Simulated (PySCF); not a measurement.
# AsS: the SCF solver's settings

Do solver options change the result for AsS, or only the number of cycles?

Method: each script names its method and basis; program: PySCF 2.14.0.

2 further runs of the same task are left out: 2 that didn't finish.

## Step 1: Where the work starts

AsS: 2 atoms, charge 0, spin multiplicity 2.

Bond lengths: As1–S2 2.160 Å.

## Step 2: The run that the others are compared with

File input.py:

```python
from pyscf import gto, scf, mp

mol = gto.M(
    atom='As 0 0 0; S 0 0 2.16',
    basis='6-31g*',
    charge=0,
    spin=1,
    verbose=4,
)
mf = scf.UHF(mol)
mf.kernel()
mp.MP2(mf, frozen=14).kernel()
mf.dip_moment()
print('orbital energies (hartree):', [e[max(0, n-3):n+3].round(4) for e, n in zip(mf.mo_energy, mol.nelec)])
```

Started as:

```bash
python input.py
```

The log of this run is left out.

In short: E(SCF) = -2631.399693 Eh, E(MP2) − E(SCF) = -0.36621 Eh, ⟨S²⟩ = 0.769, μ = 2.73 D (of the SCF density).

The bond length is a typed value, not an optimised one.

## Step 3: Second-order solver on

Run 1 changes second-order solver: off → on.

File input.py:

```python
from pyscf import gto, scf, mp

mol = gto.M(
    atom='As 0 0 0; S 0 0 2.16',
    basis='6-31g*',
    charge=0,
    spin=1,
    verbose=4,
)
mf = scf.UHF(mol)
mf = mf.newton()
mf.kernel()
mp.MP2(mf, frozen=14).kernel()
mf.dip_moment()
print('orbital energies (hartree):', [e[max(0, n-3):n+3].round(4) for e, n in zip(mf.mo_energy, mol.nelec)])
```

Started as:

```bash
python input.py
```

## Step 4: Initial guess chk

Run 2 changes initial guess: minao → chk.

input.py: that of step 2 with these lines changed.

```diff
@@ -10,2 +10,3 @@
 mf = scf.UHF(mol)
+mf.init_guess = 'chk'
 mf.kernel()
```

## Step 5: Damping 0.8

Run 3 changes damping: none → 0.8.

input.py: that of step 2 with these lines changed.

```diff
@@ -10,2 +10,4 @@
 mf = scf.UHF(mol)
+mf.damp = 0.8
+mf.diis_start_cycle = 8
 mf.kernel()
```

Q: Predict the outcome of this session. Wanted: for each run, E(SCF); from base; gap, α spin; SCF dipole; after the SCF.

**Answer**, as computed:

```
                   run  E(SCF) (hartree)  from base (eV)   cycles  gap, α spin (eV)  SCF dipole (D)                           after the SCF
                  base      -2631.399693               0       16              7.77            2.73  MP2 correlation -9.965 eV, core frozen
second-order solver on      -2631.420831         -0.5752  4 macro              8.78            1.33  MP2 correlation -8.823 eV, core frozen
     initial guess chk      -2631.399693          0.0000       16              7.77            2.73  MP2 correlation -9.965 eV, core frozen
           damping 0.8      -2631.399693          0.0000       22              7.77            2.73  MP2 correlation -9.965 eV, core frozen
```

Distance from each run's final energy (log10 hartree) by cycle:

```
                   run  cycle 1  cycle 2  cycle 3  cycle 5  cycle 8  cycle 12
                  base     -1.4     -1.5     -2.8     -4.1     -4.1      -6.2
second-order solver on     -2.0     -3.5    < -11     done     done      done
     initial guess chk     -1.4     -1.5     -2.8     -4.1     -4.1      -6.2
           damping 0.8     -1.4     -1.7     -2.0     -2.3     -3.1      -3.2
```

What this shows: No change of the SCF energy comes from initial guess chk or damping 0.8. PySCF falls back to minao for a guess that it doesn't know or can't read, so that run repeats the base. With second-order solver on the SCF ends in another solution, 0.58 eV lower: the path to self-consistency decides the state here. The base needs 16 cycles and the run with damping 0.8 needs 22.
